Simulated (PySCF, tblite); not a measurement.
**C₇H₁₂OSi: geometry, infrared bands and NMR shifts**

Wanted: the infrared bands and NMR shifts of C₇H₁₂OSi (`CCC1=C[SiH2]C=COC1`), by calculation.

Computed with tblite 0.8.0 and PySCF 2.14.0, with density-fitted response routines of our own, on a single molecule in the gas phase. Atoms are numbered from 0 throughout.

### Step 1. Starting geometry

21 atoms, charge 0, multiplicity 1; geometry from: force field or distance geometry start.

Bonds of the start (Å): C0–C1 1.53, C1–C2 1.49, C2–C3 1.34, C3–Si4 1.84, Si4–C5 1.83, C5–C6 1.35, C6–O7 1.37, O7–C8 1.44, C8–C2 1.52, C0–H9 1.11, C0–H10 1.10, C0–H11 1.08, C1–H12 1.08, C1–H13 1.11, C3–H14 1.09, Si4–H15 1.48, Si4–H16 1.48, C5–H17 1.08, C6–H18 1.09, C8–H19 1.09, C8–H20 1.09.

### Step 2. Optimising the geometry with GFN2-xTB

What the job is given:

```
{"job": {"kind": "relax", "xc": "GFN2-xTB", "basis": "xTB"}, "charge": 0, "multiplicity": 1}
C      2.601800     0.423500     0.779500
C      2.021000    -0.593400    -0.202300
C      0.539900    -0.467500    -0.357400
C     -0.312600    -1.400800     0.098500
Si    -2.152600    -1.279100     0.060500
C     -2.573200     0.481300     0.351400
C     -1.803600     1.581300     0.222800
O     -0.521900     1.750000    -0.227900
C      0.042600     0.760900    -1.102300
H      2.122500     0.333400     1.771500
H      2.435000     1.447700     0.421600
H      3.667000     0.271200     0.902100
H      2.508500    -0.491400    -1.158900
H      2.287100    -1.602100     0.166700
H      0.050000    -2.280300     0.624400
H     -2.651300    -1.697600    -1.266500
H     -2.752400    -2.132200     1.104600
H     -3.568200     0.596600     0.760000
H     -2.171200     2.550500     0.561200
H     -0.656500     0.511700    -1.904700
H      0.879100     1.253300    -1.605000
```

Started as:

```bash
$ OMP_NUM_THREADS=1 python probes_run.py task.json out
```

The driver reads the jobs from task.json and runs them one after another.

**Question.** This job is followed by: GFN2-xTB harmonic vibrations, gas phase; GIAO PBE0/pcSseg-1 NMR shielding, non-relativistic, gas phase. What will the session give for the following? strongest single infrared mode (GFN2-xTB); zero-point energy (GFN2-xTB); ¹³C shifts against TMS (PBE0/pcSseg-1); ¹H shifts against TMS (PBE0/pcSseg-1, means over atoms taken as alike); ²⁹Si shifts against TMS (PBE0/pcSseg-1); ¹⁷O shifts against H2O (PBE0/pcSseg-1).

**Answer**, as computed:

| quantity | value |
| --- | --- |
| strongest single infrared mode (GFN2-xTB) | 2157 cm⁻¹, 389 km/mol |
| zero-point energy (GFN2-xTB) | 105.5 kcal/mol |
| ¹³C shifts against TMS (PBE0/pcSseg-1) | 169.4, 165.6, 134.4, 91.0, 74.6, 41.5, 17.0 ppm |
| ¹H shifts against TMS (PBE0/pcSseg-1, means over atoms taken as alike) | 7.08, 6.41, 4.83, 4.81, 4.29, 2.21, 1.24 ppm |
| ²⁹Si shifts against TMS (PBE0/pcSseg-1) | -67.1 ppm |
| ¹⁷O shifts against H2O (PBE0/pcSseg-1) | 152.0 ppm |

What this shows: Relaxing lowered the energy by 0.203 eV in 85 steps; the close pair that moved most is Si4–C5, from 1.833 to 1.875 Å. All 57 modes are real, so the xTB geometry is a minimum. The strongest single mode, at 2157 cm⁻¹, moves mainly H15. GFN2-xTB is a fitted tight-binding method: band positions and strengths are rough. Its intensities can rank the bands wrongly. At PBE0/pcSseg-1: Shielding is most anisotropic at C2 (span 256 ppm, paramagnetic term -242 ppm).
